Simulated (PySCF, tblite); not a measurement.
# C₆H₉N+ (doublet): geometry, infrared bands and EPR parameters

What infrared bands and EPR parameters should C₆H₉N+ (doublet) (`[CH2+][CH]N=C1CCC1`) show?

Programs: tblite 0.8.0 and PySCF 2.14.0, with density-fitted response routines of our own. Each step states its level of theory. These are calculated values for one molecule in the gas phase, unless marked as measured. Atoms are numbered from 0 throughout.

### 1 The starting structure

16 atoms, charge 1, multiplicity 2; geometry from: force field or distance geometry start.

Bonds of the start (Å): C0–C1 1.44, C1–N2 1.34, N2–C3 1.29, C3–C4 1.51, C4–C5 1.55, C5–C6 1.56, C6–C3 1.52, C0–H7 1.08, C0–H8 1.08, C1–H9 1.10, C4–H10 1.10, C4–H11 1.10, C5–H12 1.10, C5–H13 1.09, C6–H14 1.09, C6–H15 1.10.

### 2 Geometry optimisation with GFN2-xTB

The job: settings as JSON, then the geometry in Å.

```
{"job": {"kind": "relax", "xc": "GFN2-xTB", "basis": "xTB"}, "charge": 1, "multiplicity": 2}
C      3.285500    -0.019100    -0.500800
C      1.944600     0.145800    -0.013700
N      0.954600    -0.104100    -0.884600
C     -0.255500    -0.009100    -0.448400
C     -1.570700    -0.233000    -1.147900
C     -2.244000    -0.168000     0.242600
C     -0.899200     0.281000     0.892900
H      4.128100     0.175700     0.152700
H      3.441500    -0.323600    -1.525900
H      1.775700     0.455100     1.024500
H     -1.656900    -1.193200    -1.670100
H     -1.837400     0.586000    -1.825900
H     -2.605700    -1.136300     0.613800
H     -3.047000     0.560500     0.326800
H     -0.561700    -0.344000     1.722200
H     -0.859600     1.335200     1.187600
```

Run with:

```console
OMP_NUM_THREADS=1 python probes_run.py task.json out
```

This one command runs all jobs of the session in turn.

**Question.** This job is followed by: GFN2-xTB harmonic vibrations, gas phase; UKS B3LYP, pcH-1 on C H N, non-relativistic, mean-field spin-orbit, GIAO. What will the session give for the following? strongest single infrared mode (GFN2-xTB); zero-point energy (GFN2-xTB); g(iso) (B3LYP); ⟨S²⟩; largest a(iso) (averaged by class).

**Answer**, as computed:

| quantity | value |
| --- | --- |
| strongest single infrared mode (GFN2-xTB) | 1475 cm⁻¹, 60 km/mol |
| zero-point energy (GFN2-xTB) | 82.2 kcal/mol |
| g(iso) (B3LYP) | 2.00243 |
| ⟨S²⟩ | 0.769 (exact 0.75) |
| largest a(iso) (averaged by class) | 13C on C0, 56.0 MHz |

In words: The optimisation took 105 steps and gained 1.037 eV; among the close pairs (by a distance rule), C0–C1 changed most, from 1.436 to 1.366 Å. No mode is imaginary among the 42: a minimum at this level. The strongest single mode, at 1475 cm⁻¹, moves mainly C1 and C0. Unscaled tight-binding wavenumbers are off by several per cent, some by more. Its intensities can rank the bands wrongly. The largest share of the spin, 0.68 e, sits on C0. The isotropic g lies 0.1 ppt above the free-electron value. The conformer search found further structures of the same energy, which may be mirror or relabelled copies of this one.
